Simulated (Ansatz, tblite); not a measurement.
# The cluster Cs3I4: rung by rung

One table from this session's results is given with a row withheld; the runs are named, their logs left out.

Computed with Ansatz 0.2.0, Gaussian basis. Level: as each input shows.

Levels to be run: GFN1-xTB, GFN2-xTB, PBE-D4/def2-TZVP, r2SCAN-D4/def2-TZVP, r2SCANh-D4/def2-TZVP, revPBE-D4/def2-TZVP, PBE-D4/def2-SVP, PBE0-D4/def2-SVP, MP2/def2-TZVP, RPA/def2-TZVP.

6 further runs of the same task are left out: 5 that didn't finish, 1 set aside as unsound or not needed. Runs told in other sessions of the task aren't counted.

## The relaxed structure

The geometry is that of the doublet, from an earlier relaxation (PBE0-D4/def2-SVP). At that level it is the lowest of the isomers that a small search found.

7 atoms, charge 0, spin multiplicity 2.

Bond lengths: Cs1–I4 3.740 Å, Cs1–I6 4.009 Å, Cs1–I7 3.576 Å, Cs2–I4 3.611 Å, Cs2–I5 3.743 Å, Cs2–I6 3.793 Å, Cs3–I4 3.832 Å, Cs3–I5 3.867 Å, Cs3–I6 4.233 Å, Cs3–I7 3.620 Å. Angles: I4–Cs1–I6 74.6°, I4–Cs1–I7 95.8°, I6–Cs1–I7 92.0°, I4–Cs2–I5 91.6°, I4–Cs2–I6 78.8°, I5–Cs2–I6 51.4°, I4–Cs3–I5 86.4°, I4–Cs3–I6 71.1°, I4–Cs3–I7 93.4°, I5–Cs3–I6 47.3°, I5–Cs3–I7 132.4°, I6–Cs3–I7 87.8°, Cs1–I4–Cs2 100.4°, Cs1–I4–Cs3 75.3°, Cs2–I4–Cs3 92.1°, Cs2–I5–Cs3 89.6° and more.

Cs, I take a core potential in the def2 sets. No spin-orbit coupling is included.

PBE0-D4/def2-TZVP was run before; its log isn't repeated, and its numbers join the tables.

Set-up of the first run:

Tight binding, by tblite at 300 K electronic temperature and without a spin-polarisation term:

```python
tblite.interface.Calculator('GFN1-xTB', numbers, positions, charge=0, uhf=1).singlepoint()
```

Tight binding, by tblite at 300 K electronic temperature and without a spin-polarisation term:

```python
tblite.interface.Calculator('GFN2-xTB', numbers, positions, charge=0, uhf=1).singlepoint()
```

start.molden holds the orbitals of an earlier run on this state, given as this run's starting guess.

in.yaml reads:

```yaml
crystal:
  periodic: [false, false, false]
  atoms:
    - {symbol: Cs, position_ang: [-2.798301, -1.224291, -0.500773]}
    - {symbol: Cs, position_ang: [0.734350, 2.930983, -1.976105]}
    - {symbol: Cs, position_ang: [0.915495, -0.481126, 2.157154]}
    - {symbol: I, position_ang: [-1.533480, 2.083175, 0.703025]}
    - {symbol: I, position_ang: [3.373500, 0.660569, -0.600766]}
    - {symbol: I, position_ang: [0.877388, -0.858009, -2.059119]}
    - {symbol: I, position_ang: [-1.568942, -3.111311, 2.276584]}
basis:
  gaussian: {orbitals: def2-TZVP, initial_orbitals: start.molden}
magnetization: {spin_polarized: true, initial_magnetization: 1}
hamiltonian: {xc: pbe, dispersion: d4}
scf: {omitted_lower_state_checks: [starts]}
output: {forces: true, orbitals: {seedname: orbitals}}
```

Launch:

```
$ ansatz run in.yaml --threads 4 --pin off --events-out ev --progress --plain --max-ram 4787MiB
```

Among the steps run: PBE-D4/def2-TZVP; r2SCAN-D4/def2-TZVP; r2SCANh-D4/def2-TZVP; revPBE-D4/def2-TZVP; PBE-D4/def2-SVP; PBE0-D4/def2-SVP; MP2/def2-TZVP; RPA/def2-TZVP.

One table of the session follows, with a row left open; its other results are not shown here.

It belongs to the step «Binding energy». 

| level | binding an atom (eV) |
| --- | --- |
| HF/def2-TZVP | 1.558 |
| PBE-D4/def2-SVP | 2.092 |
| PBE-D4/def2-TZVP | 2.090 |
| revPBE-D4/def2-TZVP | 2.004 |
| r2SCAN-D4/def2-TZVP | 2.133 |
| r2SCANh-D4/def2-TZVP | 2.123 |
| PBE0-D4/def2-SVP | 2.098 |
| PBE0-D4/def2-TZVP | ? |
| RPA/def2-TZVP | 1.815 |
| MP2/def2-TZVP | 2.091 |

Q: Estimate the row for PBE0-D4/def2-TZVP from the others.

As computed: binding an atom (eV): 2.093. In the column «binding an atom (eV)» it lies between PBE-D4/def2-SVP (2.092) and PBE0-D4/def2-SVP (2.098).

To keep in mind: Free atoms were run apart at each level; binding is atoms less cluster, divided by the number of atoms, without zero-point or spin-orbit terms.
